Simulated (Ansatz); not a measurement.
# C₂H₅ClSn: how energies converge with the basis set

An exercise on one series of results from a longer session: the logs are not shown, and one member is left open.

Program: Ansatz 0.2.0, Gaussian basis. Level of theory: one geometry, several basis sets. These are calculated values, not measurements.

Plan: PBE0-D4/def2-SVP; ωB97M-V/def2-SVP; PBE0-D4/def2-QZVPP; ωB97M-V/def2-QZVPP; the functionals' def2-TZVPP values are taken from earlier runs.

### The relaxed structure

All runs share one geometry, relaxed beforehand with PBE0-D4 in a triple-zeta def2 set. Sn takes the def2 core potential; no spin-orbit term is included.

SMILES `C=[CH][SnH2][Cl]`, 9 atoms, charge 0, spin multiplicity 1.

Atoms are counted from 1 here; the program's logs count them from 0.

Bond lengths: C1–C2 1.327 Å, C1–H5 1.087 Å, C1–H6 1.087 Å, C2–Sn3 2.113 Å, C2–H7 1.087 Å, Sn3–Cl4 2.341 Å, Sn3–H8 1.703 Å, Sn3–H9 1.704 Å. Angles: C2–C1–H5 121.7°, C2–C1–H6 122.5°, H5–C1–H6 115.8°, C1–C2–Sn3 121.6°, C1–C2–H7 119.7°, Sn3–C2–H7 118.7°, C2–Sn3–Cl4 107.2°, C2–Sn3–H8 114.2°, C2–Sn3–H9 110.2°, Cl4–Sn3–H8 104.7°, Cl4–Sn3–H9 106.6°, H8–Sn3–H9 113.3°.

Geometry (Å):

```
atom    x (Å)    y (Å)    z (Å)
  C1  -0.1138   1.5943  -0.5490
  C2   0.4320   0.3894  -0.6584
 Sn3   0.0367  -1.1360   0.7492
 Cl4  -1.0264  -2.8768  -0.3993
  H5   0.0888   2.3819  -1.2708
  H6  -0.7908   1.8570   0.2597
  H7   1.0976   0.1734  -1.4899
  H8   1.4313  -1.8488   1.4182
  H9  -1.0670  -0.5807   1.9232
```

Set-up of the first run:

Input file in.yaml:

```yaml
crystal:
  periodic: [false, false, false]
  atoms:
    - {symbol: C, position_ang: [-0.113796, 1.594324, -0.548981]}
    - {symbol: C, position_ang: [0.432036, 0.389403, -0.658432]}
    - {symbol: Sn, position_ang: [0.036684, -1.136038, 0.749205]}
    - {symbol: Cl, position_ang: [-1.026367, -2.876833, -0.399256]}
    - {symbol: H, position_ang: [0.088775, 2.381939, -1.270778]}
    - {symbol: H, position_ang: [-0.790804, 1.856982, 0.259677]}
    - {symbol: H, position_ang: [1.097579, 0.173433, -1.489915]}
    - {symbol: H, position_ang: [1.431290, -1.848819, 1.418192]}
    - {symbol: H, position_ang: [-1.066997, -0.580692, 1.923188]}
basis:
  gaussian: {orbitals: def2-SVP}
hamiltonian: {xc: pbe0, dispersion: d4}
output: {orbitals: {seedname: orbitals}}
```

Run with:

```bash
> ansatz run in.yaml --threads 4 --pin off --events-out ev --progress --plain --max-ram 10444MiB
```

Steps of the session up to this table: PBE0-D4 in def2-SVP; ωB97M-V in def2-SVP; PBE0-D4 in def2-QZVPP; ωB97M-V in def2-QZVPP.

One table of the session follows, with a row left open; its other results are not shown here.

```
functional       basis  HOMO (eV)
   PBE0-D4    def2-SVP      -8.14
   PBE0-D4  def2-TZVPP      -8.29
   PBE0-D4  def2-QZVPP          ?
   ωB97M-V    def2-SVP     -10.30
   ωB97M-V  def2-TZVPP     -10.48
   ωB97M-V  def2-QZVPP     -10.51
```

**Question.** Estimate the row for PBE0-D4, def2-QZVPP.

**Answer.** HOMO (eV): -8.31. In the column «HOMO (eV)» it lies between ωB97M-V, def2-SVP (-10.30) and PBE0-D4, def2-TZVPP (-8.29).
